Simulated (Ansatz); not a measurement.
# CH2BF2+: functionals against CCSD(T) at one geometry

Aim: energy, forces and dipole at a frame of a short trajectory, from CCSD(T) and from density functionals.

Program: Ansatz 0.2.0, Gaussian basis. Level of theory: single points in def2-TZVPP. These are calculated values, not measurements.

Correlated methods freeze the cores.

1 further run of the same task is left out (it didn't finish).

## 1. Starting geometry

6 atoms, charge 1, spin multiplicity 1.

Atoms are counted from 1 here; the program's logs count them from 0.

Bond lengths: C1–B2 1.689 Å, C1–H5 1.112 Å, C1–H6 1.142 Å, B2–F3 1.261 Å, B2–F4 1.287 Å. Angles: B2–C1–H5 123.2°, B2–C1–H6 121.3°, H5–C1–H6 115.5°, C1–B2–F3 112.2°, C1–B2–F4 114.1°, F3–B2–F4 132.8°.

Coordinates:

```xyz
6
charge 1, multiplicity 1
C    -0.31499    0.72765   -0.13415
B     0.30382   -0.82372    0.11854
F    -0.31619   -1.44239    1.02584
F     1.41050   -1.05429   -0.49729
H     0.30712    1.58329   -0.47761
H    -1.41158    0.97032    0.07493
```

## 2. PBE-D4/def2-TZVPP

Contents of run/in.yaml:

```yaml
crystal:
  periodic: [false, false, false]
  atoms:
    - {symbol: C, position_ang: [-0.314993, 0.727653, -0.134151]}
    - {symbol: B, position_ang: [0.303819, -0.823722, 0.118540]}
    - {symbol: F, position_ang: [-0.316186, -1.442394, 1.025842]}
    - {symbol: F, position_ang: [1.410505, -1.054287, -0.497287]}
    - {symbol: H, position_ang: [0.307118, 1.583290, -0.477609]}
    - {symbol: H, position_ang: [-1.411579, 0.970325, 0.074934]}
basis:
  gaussian: {orbitals: def2-TZVPP}
total_charge: 1
hamiltonian: {xc: pbe, dispersion: d4}
output: {forces: true}
```

Run with:

```bash
$ ansatz run in.yaml --threads 2 --pin off --events-out ev --progress --plain --max-ram 3481MiB
```

## 3. r2SCAN-D4/def2-TZVPP

Edit run/in.yaml of step 2 so:

```diff
@@ -12,3 +12,3 @@
 total_charge: 1
-hamiltonian: {xc: pbe, dispersion: d4}
+hamiltonian: {xc: r2scan, dispersion: d4}
 output: {forces: true}
```

## 4. PBE0-D4/def2-TZVPP

Edit run/in.yaml of step 3 so:

```diff
@@ -12,3 +12,3 @@
 total_charge: 1
-hamiltonian: {xc: r2scan, dispersion: d4}
-output: {forces: true}
+hamiltonian: {xc: pbe0, dispersion: d4}
+output: {forces: true, orbitals: {seedname: orbitals}}
```

## 5. wB97M-V/def2-TZVPP

Edit run/in.yaml of step 4 so:

```diff
@@ -12,3 +12,3 @@
 total_charge: 1
-hamiltonian: {xc: pbe0, dispersion: d4}
-output: {forces: true, orbitals: {seedname: orbitals}}
+hamiltonian: {xc: {name: wB97M-V}}
+output: {forces: true}
```

## 6. CCSD(T)/def2-TZVPP

Edit run/in.yaml of step 5 so:

```diff
@@ -12,3 +12,3 @@
 total_charge: 1
-hamiltonian: {xc: {name: wB97M-V}}
+correlation: {method: ccsd_t}
 output: {forces: true}
```

(Steps that only read results are left out.)

Q: Predict the outcome of this session. Wanted: energy less free atoms, CCSD(T)/def2-TZVPP; RMS force component; RMS force error; HOMO and LUMO, PBE0-D4; T1 diagnostic.

**Answer**, as computed:

| quantity | value |
| --- | --- |
| energy less free atoms, CCSD(T)/def2-TZVPP | -357.7 kcal/mol |
| RMS force component | 0.791 to 0.948 eV/Å over the methods |
| RMS force error | PBE-D4 0.310, r2SCAN-D4 0.100, PBE0-D4 0.098, wB97M-V 0.024 eV/Å |
| HOMO and LUMO, PBE0-D4 | -17.79 and -12.48 eV |
| T1 diagnostic | 0.014 |

In words: Against CCSD(T) the functionals' energies less atoms differ by -28.6 to -13.7 kcal/mol, PBE-D4 by -28.6 kcal/mol. The reference is not at the basis limit: in triple zeta CCSD(T) underbinds, which counts against methods that bind more; the gaps are no ranking. On forces the order runs from wB97M-V to PBE-D4. Frozen-core CCSD(T) forces in triple zeta carry basis errors of their own, and this is one geometry, so small gaps rank nothing.
